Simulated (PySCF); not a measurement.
# EuH3P (Eu(PH3)3+): the cost of one run

Computed with PySCF 2.14.0. Level: several levels, as the steps say, no spin–orbit coupling.

1 further run of the same task is left out (for a known fault of the program).

## 1. The starting structure

5 atoms, charge 3, spin multiplicity 1.

Bond lengths: Eu1–P2 2.942 Å, P2–H3 1.427 Å, P2–H4 1.427 Å, P2–H5 1.427 Å. Angles: Eu1–P2–H3 111.6°, Eu1–P2–H4 111.6°, Eu1–P2–H5 111.6°, H3–P2–H4 107.3°, H3–P2–H5 107.3°, H4–P2–H5 107.3°.

Coordinates:

```xyz
5

Eu    0.0000    0.0000   -0.4264
P     0.0000    0.0000    2.5154
H     1.3275    0.0000    3.0401
H    -0.6637    1.1496    3.0401
H    -0.6637   -1.1496    3.0401
```

Formal oxidation states: Eu +3. Each metal's 6 4f electrons lie in its core potential, so multiplicities, spins and levels count the valence alone. An earlier session relaxed this geometry at PBE0, Eu lcecp-1-SVP with ECP52, P def2-SVP, H def2-SVP (singlet, point group C3v).

At PBE0 on the finer grid: E = -376.889648 Eh, HOMO -24.07 eV, LUMO -19.50 eV, Mulliken charge on Eu1 +2.31 e, largest force component 0.026 eV/Å. 

Levels to run: revPBE; TPSSh; PBE0, TZVP. Hardware: 2 threads of Intel Xeon Platinum 8488C (Sapphire Rapids), shared host.

## 2. revPBE

run.py (the lines that set the calculation) reads:

```python
mol = gto.M(atom='''
Eu     0.00000     0.00000    -0.42636
P      0.00000     0.00000     2.51538
H      1.32749    -0.00001     3.04014
H     -0.66374     1.14964     3.04014
H     -0.66375    -1.14964     3.04014''',
    basis={'Eu': 'lcecp-1-SVP', 'P': 'def2-SVP', 'H': 'def2-SVP'},
    ecp={'Eu': 'lcecp-1-SVP'},
    charge=3, spin=0)
mf = dft.RKS(mol, xc='PBE_R,PBE')
mf.grids.atom_grid = (75, 302)  # f atoms: unpruned, at least (60, 302)
mf = mf.density_fit()  # fitting sets: Eu AutoAux, P def2-universal-JKFIT, H def2-universal-JKFIT
mf.conv_tol = 1e-08; mf.max_cycle = 55
mf.kernel(dm0)  # dm0: the density of the relaxed state
```

Started as:

```sh
> OMP_NUM_THREADS=2 python run.py
```

**Question.** How long does this run take on 2 threads of Intel Xeon Platinum 8488C (Sapphire Rapids), shared host?

About 2.3 s.
